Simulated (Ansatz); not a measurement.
The system is Ga3Se.

```xyz
4
Lattice="4.4325 0.0000 0.0000 0.0000 4.4325 0.0000 0.0000 0.0000 4.4325" Properties=species:S:1:pos:R:3 pbc="T T T"
Se    0.0000    0.0000    0.0000
Ga    2.2162    2.2162    0.0000
Ga    2.2162    0.0000    2.2162
Ga    0.0000    2.2162    2.2162
```

The cell comes from a database or a generator and needn't be the stable form of this composition.

Base run:

```yaml
Program: Ansatz 0.2.0
Functional: LDA
Potentials_or_basis: Ansatz PAW
Cutoff: "420 eV (not typed: the program's choice for these potentials)"
k_mesh: 6 × 6 × 6
Occupations: fermi-dirac, width 0.05 eV
Spin: no spin polarisation
```

Its results: band gap on the k mesh none (metal or under the smearing width); pressure -4.9 GPa.

Task: The run is repeated on the same cell with these changes: functional from LDA to r2SCAN; cutoff from 420 eV (not typed: the program's choice for these potentials) to 500 eV (not typed: the program's choice for these potentials). What comes out?

Result: Band gap on the k mesh none (metal or under the smearing width); pressure -1.7 GPa.

Caveats: the PAW data sets come from PBE, with cores solved anew for the run's functional, which leaves a small shift of forces and pressure.
